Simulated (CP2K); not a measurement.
## PtSe₂: one setting at a time in CP2K

Simulated with CP2K 2026.2. This is a test of settings. The cell began as a measured structure and was relaxed with r2SCAN+rVV10 in plane waves (Ansatz 0.2.0). All runs are without spin polarisation.

The symmetry is P-3m1 (No. 164, trigonal); conventional cell a = 3.729 Å, c = 5.277 Å, 21.18 Å³ an atom. Pt has 6 Se at 2.51 Å; Se has 3 Pt at 2.51 Å.

The base run uses PBE in the SZV-MOLOPT-SR basis.

```
&GLOBAL
 PROJECT run
 RUN_TYPE ENERGY_FORCE
 PRINT_LEVEL LOW
&END GLOBAL
&FORCE_EVAL
 METHOD QS
 STRESS_TENSOR ANALYTICAL
 &DFT
  BASIS_SET_FILE_NAME BASIS_MOLOPT
  POTENTIAL_FILE_NAME GTH_POTENTIALS
  &QS
   EXTRAPOLATION USE_GUESS
  &END QS
  &MGRID
   CUTOFF 350
   REL_CUTOFF 50
  &END MGRID
  &XC
   &XC_FUNCTIONAL PBE
   &END XC_FUNCTIONAL
  &END XC
  &KPOINTS
   SCHEME MONKHORST-PACK 5 5 5
   SYMMETRY F
   FULL_GRID F
  &END KPOINTS
  &SCF
   ADDED_MOS 9
   EPS_SCF 1e-6
   MAX_SCF 80
   &DIAGONALIZATION
   &END DIAGONALIZATION
   &MIXING
    METHOD BROYDEN_MIXING
    ALPHA 0.3
   &END MIXING
   &SMEAR
    METHOD FERMI_DIRAC
    ELECTRONIC_TEMPERATURE [K] 232
   &END SMEAR
   &PRINT
    &ITERATION_INFO
    &END ITERATION_INFO
   &END PRINT
  &END SCF
  &PRINT
   &BAND_STRUCTURE
    FILE_NAME bands.bs
    ADDED_MOS 6
    &KPOINT_SET
     UNITS B_VECTOR
     SPECIAL_POINT 0.00000000 0.00000000 0.00000000
     NPOINTS 0
    &END KPOINT_SET
    &KPOINT_SET
     UNITS B_VECTOR
     SPECIAL_POINT 0.50000000 0.00000000 0.00000000
     NPOINTS 0
    &END KPOINT_SET
    &KPOINT_SET
     UNITS B_VECTOR
     SPECIAL_POINT 0.33333333 0.33333333 0.00000000
     NPOINTS 0
    &END KPOINT_SET
    &KPOINT_SET
     UNITS B_VECTOR
     SPECIAL_POINT 0.00000000 0.00000000 0.50000000
     NPOINTS 0
    &END KPOINT_SET
    &KPOINT_SET
     UNITS B_VECTOR
     SPECIAL_POINT 0.50000000 0.00000000 0.50000000
     NPOINTS 0
    &END KPOINT_SET
    &KPOINT_SET
     UNITS B_VECTOR
     SPECIAL_POINT 0.33333333 0.33333333 0.50000000
     NPOINTS 0
    &END KPOINT_SET
    &KPOINT_SET
     UNITS B_VECTOR
     SPECIAL_POINT 0.30000000 0.30000000 0.00000000
     NPOINTS 0
    &END KPOINT_SET
    &KPOINT_SET
     UNITS B_VECTOR
     SPECIAL_POINT 0.00000000 0.25000000 0.33333333
     NPOINTS 0
    &END KPOINT_SET
   &END BAND_STRUCTURE
  &END PRINT
 &END DFT
 &SUBSYS
  &CELL
   A 3.72865996 0.00000000 0.00000000
   B -1.86432998 3.22911425 0.00000000
   C -0.00000000 0.00000000 5.27703342
  &END CELL
  &COORD
   SCALED
   Pt 0.00000000 0.00000000 0.00000000
   Se 0.33333333 0.66666667 0.24622231
   Se 0.66666667 0.33333333 0.75377769
  &END COORD
  &KIND Pt
   BASIS_SET SZV-MOLOPT-SR-GTH
   POTENTIAL GTH-PBE
  &END KIND
  &KIND Se
   BASIS_SET SZV-MOLOPT-SR-GTH
   POTENTIAL GTH-PBE
  &END KIND
 &END SUBSYS
 &PRINT
  &STRESS_TENSOR
  &END STRESS_TENSOR
  &FORCES
  &END FORCES
 &END PRINT
&END FORCE_EVAL
```

Command: `cp2k.psmp -i run.inp`. It took 3.4 s on 2 threads of Arm Neoverse V1, on a shared host, peak memory 0.21 GiB.

It converged with no gap (an overlap of 0.13 eV at the points read) and a pressure of 18.56 GPa (positive in compression). Pressures on CP2K's grid carry noise of some tenths of a GPa.

Each further run moved one setting: CUTOFF (density grid cutoff in Ry); EPS_SCF (SCF threshold); KPOINTS (Monkhorst-Pack mesh); ELECTRONIC_TEMPERATURE (smearing temperature in K); XC_FUNCTIONAL (functional, with the PBE potentials kept); CHARGE (charge of the cell). Changes are from the base run, which isn't itself converged in every setting; energies of another Hamiltonian, functional, basis or charge aren't compared, and those at a high electronic temperature are mostly its entropy term. CP2K's gap is over the listed points.

| setting | how it ended | gap change (eV) | energy change (meV/atom) | pressure change (GPa) | time (s) |
| --- | --- | --- | --- | --- | --- |
| CUTOFF = 120 | converged | 0.00 | -0.6 | 0.48 | 2.8 |
| EPS_SCF = 1e-4 | converged | 0.00 | 0.0 | 0.00 | 2.4 |
| KPOINTS = 3x3x3 | converged | 0.05 | -3.0 | 0.08 | 2.8 |
| ELECTRONIC_TEMPERATURE = 3000 | converged | 0.05 | -22.2 | 0.30 | 3.6 |
| XC_FUNCTIONAL = BLYP | converged | 0.03 | – | 5.31 | 3.2 |
| CHARGE = 1 (poor on purpose) | converged | – | – | – | 3.7 |

EPS_SCF = 1e-4 changes nothing that matters here.

No spin-orbit coupling is included; it can move band edges with weight on the heavy atoms by tenths of an eV.
